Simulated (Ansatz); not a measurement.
# MnHg: energy against volume

This session on MnHg sets out to follow energy and moments against volume.

Computed with Ansatz 0.2.0 (DFT PBEsol, scalar-relativistic, plane waves, PAW, unless a step's input says otherwise).

## 1. The starting structure

It takes space group Pm-3m (No. 221, cubic). Conventional cell: a = 3.315 Å, b = 3.315 Å, c = 3.315 Å, α = 90.00°, β = 90.00°, γ = 90.00°. Mn (site symmetry m-3m) is surrounded by 8 Hg at 2.87 Å. Hg (site symmetry m-3m) has 8 Mn at 2.87 Å in its first shell of neighbours.

As a file:

```cif
data_structure
_symmetry_space_group_name_H-M 'Pm-3m'
_symmetry_Int_Tables_number 221
_cell_length_a 3.3150
_cell_length_b 3.3150
_cell_length_c 3.3150
_cell_angle_alpha 90.000
_cell_angle_beta 90.000
_cell_angle_gamma 90.000
_cell_volume 36.43
loop_
_atom_site_label
_atom_site_type_symbol
_atom_site_symmetry_multiplicity
_atom_site_Wyckoff_symbol
_atom_site_fract_x
_atom_site_fract_y
_atom_site_fract_z
_atom_site_occupancy
Mn1 Mn 1 b 0.50000 0.50000 0.50000 1
Hg1 Hg 1 a 0.00000 0.00000 0.00000 1
```

Source of the structure: the Crystallography Open Database. It is taken as it stands there.

## 2. The base input

File input.yaml:

```yaml
crystal:
  lattice:
    - [3.315, 0.0, 0.0]
    - [0.0, 3.315, 0.0]
    - [0.0, 0.0, 3.315]
  atoms:
    - { symbol: Mn, position: [0.5, 0.5, 0.5], spin: 4.23 }
    - { symbol: Hg, position: [0.0, 0.0, 0.0] }
basis:
  ecutwfc: 420
kpoints:
  mp_grid: { grid: [12, 12, 12] }
hamiltonian:
  xc: pbesol
scf:
  occupations: { method: gaussian, width: 0.1 }
output:
  forces: true
  stress: true
  eigenvalues: true
  populations: true
  write_density: true
  write_potential: true
  elf: true
  volumetric_format: npy
magnetization:
  spin_polarized: true
```

Its results, from an earlier run: -8768.0138 eV/atom at zero smearing, pressure -4.84 GPa, largest force 0.000 eV/Å, no gap on the mesh, site moments Mn +3.88 μB, in 9 SCF cycles and 5.5 s.

## 3. V/V0 = 0.8, start: ferromagnetic

File input.yaml:

```yaml
crystal:
  lattice:
    - [3.0773733967, 0.0, 0.0]
    - [0.0, 3.0773733967, 0.0]
    - [0.0, 0.0, 3.0773733967]
  atoms:
    - { symbol: Mn, position: [0.5, 0.5, 0.5], spin: 4.0 }
    - { symbol: Hg, position: [0.0, 0.0, 0.0] }
basis:
  ecutwfc: 420
kpoints:
  mp_grid: { grid: [12, 12, 12] }
hamiltonian:
  xc: pbesol
scf:
  occupations: { method: gaussian, width: 0.1 }
  lower_state_search: "off"
output:
  forces: true
  stress: true
  eigenvalues: true
  populations: true
magnetization:
  spin_polarized: true
```

Started as:

```
$ ansatz run input.yaml --threads 1 --pin off --max-ram 2560MiB --backend cpu --events-out ev --progress --plain --runs-dir out
```

## 4. V/V0 = 0.86, start: ferromagnetic

Changes to input.yaml since step 3:

```diff
@@ -2,5 +2,5 @@
   lattice:
-    - [3.0773733967, 0.0, 0.0]
-    - [0.0, 3.0773733967, 0.0]
-    - [0.0, 0.0, 3.0773733967]
+    - [3.1524607144, 0.0, 0.0]
+    - [0.0, 3.1524607144, 0.0]
+    - [0.0, 0.0, 3.1524607144]
   atoms:
```

## 5. V/V0 = 0.92, start: ferromagnetic

Changes to input.yaml since step 4:

```diff
@@ -2,5 +2,5 @@
   lattice:
-    - [3.1524607144, 0.0, 0.0]
-    - [0.0, 3.1524607144, 0.0]
-    - [0.0, 0.0, 3.1524607144]
+    - [3.2241319589, 0.0, 0.0]
+    - [0.0, 3.2241319589, 0.0]
+    - [0.0, 0.0, 3.2241319589]
   atoms:
```

## 6. V/V0 = 0.96, start: ferromagnetic

Changes to input.yaml since step 5:

```diff
@@ -2,5 +2,5 @@
   lattice:
-    - [3.2241319589, 0.0, 0.0]
-    - [0.0, 3.2241319589, 0.0]
-    - [0.0, 0.0, 3.2241319589]
+    - [3.2701972106, 0.0, 0.0]
+    - [0.0, 3.2701972106, 0.0]
+    - [0.0, 0.0, 3.2701972106]
   atoms:
```

## 7. V/V0 = 1, start: ferromagnetic

Changes to input.yaml since step 6:

```diff
@@ -2,5 +2,5 @@
   lattice:
-    - [3.2701972106, 0.0, 0.0]
-    - [0.0, 3.2701972106, 0.0]
-    - [0.0, 0.0, 3.2701972106]
+    - [3.315, 0.0, 0.0]
+    - [0.0, 3.315, 0.0]
+    - [0.0, 0.0, 3.315]
   atoms:
@@ -22,2 +22,6 @@
   populations: true
+  write_density: true
+  write_potential: true
+  elf: true
+  volumetric_format: npy
 magnetization:
```

## 8. V/V0 = 1.04, start: ferromagnetic

Changes to input.yaml since step 7:

```diff
@@ -2,5 +2,5 @@
   lattice:
-    - [3.315, 0.0, 0.0]
-    - [0.0, 3.315, 0.0]
-    - [0.0, 0.0, 3.315]
+    - [3.3586234237, 0.0, 0.0]
+    - [0.0, 3.3586234237, 0.0]
+    - [0.0, 0.0, 3.3586234237]
   atoms:
@@ -22,6 +22,2 @@
   populations: true
-  write_density: true
-  write_potential: true
-  elf: true
-  volumetric_format: npy
 magnetization:
```

## 9. V/V0 = 1.1, start: ferromagnetic

Changes to input.yaml since step 8:

```diff
@@ -2,5 +2,5 @@
   lattice:
-    - [3.3586234237, 0.0, 0.0]
-    - [0.0, 3.3586234237, 0.0]
-    - [0.0, 0.0, 3.3586234237]
+    - [3.4220085827, 0.0, 0.0]
+    - [0.0, 3.4220085827, 0.0]
+    - [0.0, 0.0, 3.4220085827]
   atoms:
```

## 10. V/V0 = 1.18, start: ferromagnetic

Changes to input.yaml since step 9:

```diff
@@ -2,5 +2,5 @@
   lattice:
-    - [3.4220085827, 0.0, 0.0]
-    - [0.0, 3.4220085827, 0.0]
-    - [0.0, 0.0, 3.4220085827]
+    - [3.5030327844, 0.0, 0.0]
+    - [0.0, 3.5030327844, 0.0]
+    - [0.0, 0.0, 3.5030327844]
   atoms:
```

(Steps that only read results are left out.)

Q: Predict the outcome of the series: the values and the trend.

The runs gave:

| quantity | value |
| --- | --- |
| lowest point, start “ferromagnetic” | V/V0 = 0.92 |

What this shows: For the start “ferromagnetic” the lowest point lies at V/V0 = 0.92. The pressure passes through zero near V/V0 = 0.936, about 17.06 Å³/atom. The largest site moment goes from 3.15 μB at the smallest volume to 4.17 μB at the largest, growing as the bands narrow. Spin-orbit coupling is left out for Hg.
